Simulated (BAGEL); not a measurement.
# A workflow on CH4AlNO (SMILES C1[NH][AlH][O]1)

We compute a single-point energy (HF/def2-SVP), then a single-point energy (NEVPT2(2,2)/def2-SVP), then a single-point energy (CASPT2(2,2)/def2-SVP) of CH4AlNO. 

Program for the calculation: BAGEL 1.2.2.

2 further runs of the same task are left out: 2 set aside as unsound or not needed.

**1. Starting point**

CH4AlNO: 8 atoms, total charge 0, spin state singlet. SMILES: `C1[NH][AlH][O]1`. The N2–H7 distance was set to 2.306 Å, away from the relaxed value. At this shape a bond of the SMILES string is far longer than usual.

Bond lengths: C1–N2 1.466 Å, N2–Al3 1.758 Å, C1–O4 1.423 Å, Al3–O4 1.732 Å, C1–H5 1.099 Å, C1–H6 1.099 Å, Al3–H8 1.569 Å. Some angles: C1–N2–Al3 87.4°, N2–C1–O4 102.5°, N2–Al3–O4 80.4°, C1–O4–Al3 89.8°, N2–C1–H5 112.7°, N2–C1–H6 112.7°, O4–C1–H5 109.9°, O4–C1–H6 109.9°, N2–Al3–H8 143.4°, O4–Al3–H8 136.2°.

**2. A single-point energy at HF/def2-SVP (density fitting with svp-jkfit) (run 1)**

Input file calc.json:

```json
{ "bagel" : [

{
  "title" : "molecule",
  "basis" : "svp",
  "df_basis" : "svp-jkfit",
  "angstrom" : true,
  "geometry" : [
    { "atom" : "C", "xyz" : [      -0.944062,      -0.062096,      -1.176863 ] },
    { "atom" : "N", "xyz" : [      -0.113162,      -0.570996,      -0.082163 ] },
    { "atom" : "Al", "xyz" : [      -0.653962,      -2.183596,      -0.527763 ] },
    { "atom" : "O", "xyz" : [      -1.510562,      -1.253196,      -1.711863 ] },
    { "atom" : "H", "xyz" : [      -0.357662,       0.452804,      -1.950363 ] },
    { "atom" : "H", "xyz" : [      -1.742562,       0.606904,      -0.827563 ] },
    { "atom" : "H", "xyz" : [       1.107700,       0.887000,       1.221500 ] },
    { "atom" : "H", "xyz" : [      -0.524062,      -3.702696,      -0.158863 ] }
  ]
},

{
  "title" : "hf"
},

{
  "title" : "print",
  "file" : "orbitals.molden",
  "orbitals" : true
}

]}
```

On the command line:

```bash
BAGEL_NUM_THREADS=1 BAGEL calc.json > calc.out
```

The log of the run:

```text
* using 1 threads per process

  ===============================================================
  ===============================================================

  *** Geometry ***

  { "atom" : "C", "xyz" : [     -1.784019,     -0.117344,     -2.223949 ] },
  { "atom" : "N", "xyz" : [     -0.213845,     -1.079026,     -0.155266 ] },
  { "atom" : "Al", "xyz" : [     -1.235809,     -4.126398,     -0.997328 ] },
  { "atom" : "O", "xyz" : [     -2.854548,     -2.368197,     -3.234952 ] },
  { "atom" : "H", "xyz" : [     -0.675883,      0.855676,     -3.685652 ] },
  { "atom" : "H", "xyz" : [     -3.292965,      1.146882,     -1.563867 ] },
  { "atom" : "H", "xyz" : [      2.093250,      1.676187,      2.308300 ] },
  { "atom" : "H", "xyz" : [     -0.990334,     -6.997081,     -0.300208 ] },

  Number of auxiliary basis functions:      429

  Since a DF basis is specified, we compute 2- and 3-index integrals:
    o Being stored without compression. Storage requirement is 0.022 GB

  Number of basis functions:       80
  Number of electrons      :       38

    * METHOD: MOLECULE                             0.16

  *** RHF ***

  === Nuclear Repulsion ===
   155.6254423486

      * DIIS with orbital gradients will be used.

  === RHF iteration (svp) ===
      0       -410.55193929          0.02435619           0.05
      1       -410.45622936          0.03060416           0.05
      2       -410.97685612          0.00280270           0.05
      3       -410.98410367          0.00146917           0.05
      4       -410.98548798          0.00052599           0.05
      5       -410.98577625          0.00022675           0.05
      6       -410.98582518          0.00007367           0.05
      7       -410.98583244          0.00003233           0.05
      8       -410.98583334          0.00001497           0.05
      9       -410.98583353          0.00000607           0.05
     10       -410.98583360          0.00000317           0.05
     11       -410.98583361          0.00000183           0.05
     12       -410.98583362          0.00000086           0.05
     13       -410.98583362          0.00000035           0.05
     14       -410.98583362          0.00000021           0.05
     15       -410.98583362          0.00000014           0.05
     16       -410.98583362          0.00000009           0.05
     17       -410.98583362          0.00000007           0.05
     18       -410.98583362          0.00000006           0.05
     19       -410.98583362          0.00000005           0.05
     20       -410.98583362          0.00000003           0.05
     21       -410.98583362          0.00000002           0.05
     22       -410.98583362          0.00000001           0.05
    * SCF iteration converged.

    * Permanent dipole moment:
           (   -0.289143,     0.266428,    -0.392428) a.u.

    * METHOD: HF                                   1.26

    * METHOD: PRINT                                0.01

  ===============================================================
```

Run time: 1.6 s. Hardware: 1 thread of Arm Neoverse V2, shared host.

**3. A single-point energy at NEVPT2(2,2)/def2-SVP (density fitting with svp-jkfit) (run 2)**

Input file job.json:

```json
{ "bagel" : [

{
  "title" : "molecule",
  "basis" : "svp",
  "df_basis" : "svp-jkfit",
  "angstrom" : true,
  "geometry" : [
    { "atom" : "C", "xyz" : [      -0.944062,      -0.062096,      -1.176863 ] },
    { "atom" : "N", "xyz" : [      -0.113162,      -0.570996,      -0.082163 ] },
    { "atom" : "Al", "xyz" : [      -0.653962,      -2.183596,      -0.527763 ] },
    { "atom" : "O", "xyz" : [      -1.510562,      -1.253196,      -1.711863 ] },
    { "atom" : "H", "xyz" : [      -0.357662,       0.452804,      -1.950363 ] },
    { "atom" : "H", "xyz" : [      -1.742562,       0.606904,      -0.827563 ] },
    { "atom" : "H", "xyz" : [       1.107700,       0.887000,       1.221500 ] },
    { "atom" : "H", "xyz" : [      -0.524062,      -3.702696,      -0.158863 ] }
  ]
},

{ "title" : "hf", "charge" : 0 },

{
  "title" : "nevpt2",
  "nstate" : 1,
  "nact" : 2,
  "nclosed" : 18,
  "charge" : 0,
  "active" : [19, 20],
  "maxiter" : 200,
  "natocc" : true,
  "ncore" : 8
},

{ "title" : "print", "file" : "orbitals.molden", "orbitals" : true }

]}
```

On the command line:

```bash
BAGEL_NUM_THREADS=1 BAGEL job.json > job.out
```

The log of the run:

```text
* using 1 threads per process

  ===============================================================
  ===============================================================

  *** Geometry ***

  { "atom" : "C", "xyz" : [     -1.784019,     -0.117344,     -2.223949 ] },
  { "atom" : "N", "xyz" : [     -0.213845,     -1.079026,     -0.155266 ] },
  { "atom" : "Al", "xyz" : [     -1.235809,     -4.126398,     -0.997328 ] },
[... 4 lines of this table left out ...]
  { "atom" : "H", "xyz" : [     -0.990334,     -6.997081,     -0.300208 ] },

  Number of auxiliary basis functions:      429

  Since a DF basis is specified, we compute 2- and 3-index integrals:
    o Being stored without compression. Storage requirement is 0.022 GB

  Number of basis functions:       80
  Number of electrons      :       38

    * METHOD: MOLECULE                             0.16

  *** RHF ***

  === Nuclear Repulsion ===
   155.6254423486

      * DIIS with orbital gradients will be used.

  === RHF iteration (svp) ===
      0       -410.55193929          0.02435619           0.05
      1       -410.45622936          0.03060416           0.05
      2       -410.97685612          0.00280270           0.05
[... 19 lines of this table left out ...]
     22       -410.98583362          0.00000001           0.05
    * SCF iteration converged.

    * Permanent dipole moment:
           (   -0.289143,     0.266428,    -0.392428) a.u.

    * METHOD: HF                                   1.27

    * freezing 8 orbitals
  ---------------------------
      CASSCF calculation
  ---------------------------

    ==== Active orbitals : =====
         Orbital 19
         Orbital 20
    ============================

    * nstate   :      1
    * nclosed  :     18
    * nact     :      2
    * nvirt    :     60
  === CASSCF iteration (svp) ===

    * Using the second-order algorithm

      0  0      -411.06020777     6.13e-03      0.02

      1  0      -411.08892994     1.56e-03      0.35
[... 13 lines of this table left out ...]
      8  0      -411.08986833     7.98e-09      0.34

    * Second-order optimization converged. *

     guess   0:   closed 1.                   open ..

  === FCI iteration ===

      0  0      -410.97463548     1.01e-01      0.00
      1  0      -411.08716382     1.68e-02      0.00
      2  0 *    -411.08986833     4.54e-16      0.00

     * ci vector, state   0, <S^2> = 0.0000
       2.     0.8675920145
       .2    -0.4972766800

  === DF-NEVPT2 calculation ===

    * 3-index integral transformation done
    * assembly done

      NEVPT2 correlation energy:   -0.5155517625      0.13

          (+0)     -0.4449475685
          (+0)'    -0.0129091346
          (+1)     -0.0180478038
          (+1)'    -0.0000000000
          (+2)     -0.0002537813
          (-1)     -0.0386392264
          (-1)'     0.0000000000
          (-2)     -0.0007542479

      NEVPT2 total energy:       -411.6054200938

    * METHOD: NEVPT2                               3.38

    * METHOD: PRINT                                0.01

  ===============================================================
```

It took 5.1 s on 1 thread of Arm Neoverse V2, shared host.

**4. The energy at CASPT2(2,2)/def2-SVP (density fitting with svp-jkfit) (run 3)**

Input file input.json:

```json
{ "bagel" : [

{
  "title" : "molecule",
  "basis" : "svp",
  "df_basis" : "svp-jkfit",
  "angstrom" : "true",
  "geometry" : [
    { "atom" : "C", "xyz" : [   -0.944062,   -0.062096,   -1.176863 ] },
    { "atom" : "N", "xyz" : [   -0.113162,   -0.570996,   -0.082163 ] },
    { "atom" : "Al", "xyz" : [   -0.653962,   -2.183596,   -0.527763 ] },
    { "atom" : "O", "xyz" : [   -1.510562,   -1.253196,   -1.711863 ] },
    { "atom" : "H", "xyz" : [   -0.357662,    0.452804,   -1.950363 ] },
    { "atom" : "H", "xyz" : [   -1.742562,    0.606904,   -0.827563 ] },
    { "atom" : "H", "xyz" : [    1.107700,    0.887000,    1.221500 ] },
    { "atom" : "H", "xyz" : [   -0.524062,   -3.702696,   -0.158863 ] }
  ]
},
{
  "title" : "hf"
},
{
  "title" : "casscf",
  "nstate" : 1,
  "nact" : 2,
  "nclosed" : 18,
  "active" : [19, 20],
  "maxiter" : 200,
  "natocc" : "true"
},
{
  "title" : "print",
  "file" : "orbitals.molden",
  "orbitals" : "true"
},
{
  "title" : "smith",
  "method" : "caspt2",
  "ms" : "true",
  "xms" : "true",
  "sssr" : "true",
  "shift" : 0.2,
  "shift_imag" : "true",
  "ncore" : 8
}

]}
```

On the command line:

```bash
BAGEL_NUM_THREADS=1 BAGEL input.json > input.out
```

The log of the run:

```text
* using 1 threads per process

  ===============================================================
  ===============================================================

  *** Geometry ***

  { "atom" : "C", "xyz" : [     -1.784019,     -0.117344,     -2.223949 ] },
  { "atom" : "N", "xyz" : [     -0.213845,     -1.079026,     -0.155266 ] },
  { "atom" : "Al", "xyz" : [     -1.235809,     -4.126398,     -0.997328 ] },
[... 4 lines of this table left out ...]
  { "atom" : "H", "xyz" : [     -0.990334,     -6.997081,     -0.300208 ] },

  Number of auxiliary basis functions:      429

  Since a DF basis is specified, we compute 2- and 3-index integrals:
    o Being stored without compression. Storage requirement is 0.022 GB

  Number of basis functions:       80
  Number of electrons      :       38

    * METHOD: MOLECULE                             0.16

  *** RHF ***

  === Nuclear Repulsion ===
   155.6254423486

      * DIIS with orbital gradients will be used.

[... 6 lines left out ...]
    * SCF iteration converged.
[... 1 line left out ...]
    * Permanent dipole moment:
[... 27 lines left out ...]
    * Second-order optimization converged. *
[... 9 lines left out ...]
     * ci vector, state   0, <S^2> = 0.0000
[... 16 lines left out ...]
    * Zeroth order energy : state  0       -0.4924884839

    * CASPT2 iteration is performed using orthogonal basis

      -------------------------------------------  CASPT2 iteration  ---------------------------------------------------
       #      aibj      arbs      arbi      airj      risj      airs      arst      rist         Etot      error   time
      ------------------------------------------------------------------------------------------------------------------

       0  -0.44346  -0.00097  -0.04196  -0.02043  -0.00043  -0.01335   0.00000  -0.00000   -0.5206043  0.0007670   0.06
       1  -0.44350  -0.00097  -0.04203  -0.02049  -0.00045  -0.01347  -0.00000  -0.00000   -0.5209085  0.0000965   0.05
       2  -0.44350  -0.00097  -0.04203  -0.02049  -0.00045  -0.01348  -0.00000  -0.00000   -0.5209139  0.0000142   0.05
       3  -0.44350  -0.00097  -0.04203  -0.02049  -0.00045  -0.01348   0.00000  -0.00000   -0.5209141  0.0000021   0.05
       4  -0.44350  -0.00097  -0.04203  -0.02049  -0.00045  -0.01348   0.00000  -0.00000   -0.5209141  0.0000003   0.05

      ------------------------------------------------------------------------------------------------------------------

    * CASPT2 energy : state  0     -411.6135894214
        w/o shift correction       -411.6107824035
        reference weight              0.8543590082

    * METHOD: SMITH                                0.42

  ===============================================================
```

Run time: 5.1 s. Hardware: 1 thread of Arm Neoverse V2, shared host.

**5. Summary of results**

| quantity | value |
| --- | --- |
| run 1, HF/def2-SVP: total energy | -410.98583 Eh |
| run 1, HF/def2-SVP: dipole moment | 1.41 D |
| run 1, HF/def2-SVP: HOMO energy | -9.81 eV |
| run 1, HF/def2-SVP: LUMO energy | -0.91 eV |
| run 1, HF/def2-SVP: HOMO–LUMO gap | 8.90 eV |
| run 2, NEVPT2(2,2)/def2-SVP: total energy | -411.60542 Eh |
| run 3, CASPT2(2,2)/def2-SVP: total energy | -411.61359 Eh |
